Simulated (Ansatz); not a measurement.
# Mg2SiN2: the cost of one run

Method: DFT PBE, scalar-relativistic, plane waves, PAW, in Ansatz 0.2.0.

## (1) The starting structure

It takes space group I4/mmm (No. 139, tetragonal). The conventional cell has a = 3.371 Å, b = 3.371 Å, c = 11.209 Å, α = 90.00°, β = 90.00°, γ = 90.00°. Around Mg (site symmetry -4m2) lie 4 N at 2.02 Å. Around Si (site symmetry 4/mmm) lie 8 N at 2.92 Å and 8 Mg at 3.27 Å. N (site symmetry 4mm) is surrounded by 4 Mg at 2.02 Å.

Structure file:

```
CELL_PARAMETERS angstrom
-1.68561 1.68561 5.60433
1.68561 -1.68561 5.60433
1.68561 1.68561 -5.60433
ATOMIC_POSITIONS crystal
Mg 0.75000 0.25000 0.50000
Mg 0.25000 0.75000 0.50000
Si 0.50000 0.50000 0.00000
N 0.15000 0.15000 0.00000
N 0.85000 0.85000 0.00000
```

The cell is invented: species swapped into a database cell of Pb2ClO2 (I4/mmm, No. 139), with N on the Pb sites, Si on the Cl sites and Mg on the O sites. Its size is a rough estimate.

## (2) The guess as it stands, on a coarse mesh

input.yaml

```yaml
crystal:
  lattice:
    - [-1.68560888, 1.68560888, 5.60432609]
    - [1.68560888, -1.68560888, 5.60432609]
    - [1.68560888, 1.68560888, -5.60432609]
  atoms:
    - { symbol: Mg, position: [0.75, 0.25, 0.5] }
    - { symbol: Mg, position: [0.25, 0.75, 0.5] }
    - { symbol: Si, position: [0.5, 0.5, 0.0] }
    - { symbol: "N", position: [0.15000001, 0.15000001, 0.0] }
    - { symbol: "N", position: [0.84999999, 0.84999999, 0.0] }
basis:
  ecutwfc: 420
kpoints:
  mp_grid: { grid: [8, 8, 8] }
hamiltonian:
  xc: pbe
scf:
  occupations: { method: gaussian, width: 0.1 }
  lower_state_search: "off"
output:
  forces: true
  stress: true
  eigenvalues: true
```

Command:

```console
$ ansatz run input.yaml --threads 1 --pin off --max-ram 2560MiB --backend cpu --events-out ev --progress --plain --runs-dir out
```

Q: Estimate wall time and peak memory on 1 thread of Arm Neoverse V2, shared host.

About 3.5 s, with a peak of 0.34 GiB.
